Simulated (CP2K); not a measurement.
Runs of CP2K 2026.2 on SiSe. The structure is hexagonal, space group P-6m2 (No. 187). Conventional cell: a = 3.595 Å, b = 3.595 Å, c = 3.599 Å, α = 90.00°, β = 90.00°, γ = 120.00°. Si (site symmetry -6m2) is surrounded by 6 Se at 2.75 Å. Around Se (site symmetry -6m2) lie 6 Si at 2.75 Å. The cell was built by a generator and needn't be a form met in nature.

```csv
task,level,potentials or basis,cell,k mesh,smearing,EPS_DEFAULT,k points reduced by the point group,NGRIDS,points a segment of the path (NPOINTS),bands added on the path,gap on the mesh (eV),pressure (GPa)
band structure,LDA,"GTH_POTENTIALS Si GTH-PADE-q4, Se GTH-PADE-q6; TZVP-MOLOPT-PBE-GTH basis",as given,9 × 9 × 7,fermi-dirac 0.0259 eV,1.0E-9,yes,4,10,6,none,-3.1
band structure,BLYP,"POTENTIAL_UZH Si GTH-PBE-q4, Se GTH-PBE-q6; TZVP-MOLOPT-PBE-GTH basis",as given,9 × 9 × 7,fermi-dirac 0.05 eV,1.0E-10,yes,5,6,4,none,(b)
band structure,WC,"POTENTIAL_UZH Si GTH-PBE-q4, Se GTH-PBE-q6; TZVP-MOLOPT-PBE-GTH basis",as given,9 × 9 × 7,fermi-dirac 0.05 eV,1.0E-10,yes,5,6,4,none,-0.9
relaxation of cell and atoms,PBE,"POTENTIAL_UZH Si GTH-PBE-q4, Se GTH-PBE-q6; TZVP-MOLOPT-PBE-GTH basis",relaxed,7 × 7 × 6,fermi-dirac 0.1 eV,1.0E-9,-,5,-,-,none,0.0
band structure,PBE,"POTENTIAL_UZH Si GTH-PBE-q4, Se GTH-PBE-q6; TZVP-MOLOPT-PBE-GTH basis",as given,9 × 9 × 7,fermi-dirac 0.05 eV,1.0E-10,yes,5,6,4,none,0.8
band structure,PW91,"POTENTIAL_UZH Si GTH-PBE-q4, Se GTH-PBE-q6; TZVP-MOLOPT-PBE-GTH basis",as given,9 × 9 × 7,fermi-dirac 0.05 eV,1.0E-10,yes,5,6,4,none,1.4
band structure,PBEsol,"POTENTIAL_UZH Si GTH-PBE-q4, Se GTH-PBE-q6; TZVP-MOLOPT-PBE-GTH basis",as given,9 × 9 × 7,fermi-dirac 0.05 eV,1.0E-10,yes,5,6,4,none,-1.4
band structure,PBE,"POTENTIAL_UZH Si GTH-PBE-q4, Se GTH-PBE-q6; TZVP-MOLOPT-PBE-GTH basis",as given,9 × 9 × 7,fermi-dirac 0.1 eV,1.0E-10,yes,5,10,6,none,0.7
band structure,r2SCAN,"POTENTIAL_UZH Si GTH-SCAN-q4, Se GTH-SCAN-q6; TZVP-MOLOPT-SCAN-GTH basis",as given,9 × 9 × 7,fermi-dirac 0.01 eV,1.0E-9,yes,4,8,2,none,(a)
band structure,PBE,"POTENTIAL_UZH Si GTH-PBE-q4, Se GTH-PBE-q6; TZVP-MOLOPT-PBE-GTH basis",as given,9 × 9 × 7,fermi-dirac 0.01 eV,1.0E-10,yes,4,10,6,none,1.0
band structure,LDA,"POTENTIAL_UZH Si GTH-PBE-q4, Se GTH-PBE-q6; TZVP-MOLOPT-PBE-GTH basis",as given,9 × 9 × 7,fermi-dirac 0.05 eV,1.0E-10,yes,5,6,4,none,-1.4
```

Alike in all rows: no spin polarisation.

Task: Fill in the values left out.

Result: (a) 0.3; (b) 7.0.

Caveats: the basis of atomic orbitals isn't converged, which shifts pressures, moduli and gaps; the potentials were made for another functional, which shifts forces and pressure (some runs).

A k mesh can miss the band edges, and the runs leave out spin-orbit coupling on Se.

A gap of «none» marks a metal or a gap under the smearing width.

Not every run made on this cell is shown here.
